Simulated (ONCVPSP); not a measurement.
# Mg: the cost of one run

Method: ONCVPSP 4.0.1.1 (patched build), PBE, scalar-relativistic.

## 1. Starting point

The settings as typed:

```
element                 : magnesium (Mg, Z = 12)
type                    : optimised norm-conserving Vanderbilt (ONCV)
frozen core             : [He] 2s2
valence charge          : 8
reference configuration : 2p6 3s2
partial waves           : 3s: rc 2.45 bohr, ncon 3, nbas 7, qcut 2.5 1/bohr, 2 projectors, debl 2.3 Ha; 2p: rc 1.20 bohr, ncon 4, nbas 8, qcut 14.1 1/bohr, 1 projector; d scattering state at 0.44 Ha: rc 2.30 bohr, ncon 3, nbas 7, qcut 4.6 1/bohr, 2 projectors, debl 1 Ha
local potential         : polynomial inside 0.95 bohr (lpopt 5, dvloc0 0 Ha)
core correction         : polynomial model core, fcfact 0.25
```

## 2. Generation

The input, Mg.dat:

```
# ATOM AND REFERENCE CONFIGURATION
# atsym  z   nc   nv     iexc    psfile
  Mg 12.00    2    2        4      upf
#
#   n    l    f
    1    0    2.00
    2    0    2.00
    2    1    6.00
    3    0    2.00
#
# PSEUDOPOTENTIAL AND OPTIMIZATION
# lmax
    2
#
#   l,   rc,      ep,       ncon, nbas, qcut
    0    2.45    0.00    3    7    2.50
    1    1.20    0.00    4    8   14.10
    2    2.30    0.44    3    7    4.60
#
# LOCAL POTENTIAL
# lloc, lpopt,  rc(5),   dvloc0
    4    5    0.95    0.00
#
# VANDERBILT-KLEINMAN-BYLANDER PROJECTORs
# l, nproj, debl
    0    2    2.30
    1    1    2.90
    2    2    1.00
#
# MODEL CORE CHARGE
# icmod, fcfact, rcfact
    1    0.25    0.00
#
# LOG DERIVATIVE ANALYSIS
# epsh1, epsh2, depsh
   -3.00    5.00    0.02
#
# OUTPUT GRID
# rlmax, drl
    6.00    0.01
#
# TEST CONFIGURATIONS
# ncnf
    4
# nvcnf
#   n    l    f
    2
    2    1    6.00
    3    0    1.00
#
    2
    2    1    6.00
    3    0    0.00
#
    2
    2    1    6.00
    3    0    1.50
#
    3
    2    1    6.00
    3    0    0.00
    3    1    2.00
#
```

Started as:

```sh
$ oncvpsp.x < Mg.dat > Mg.out
```

**Question.** How long does this run take on 1 thread of Neoverse-N1, shared host?

About 3.9 s.
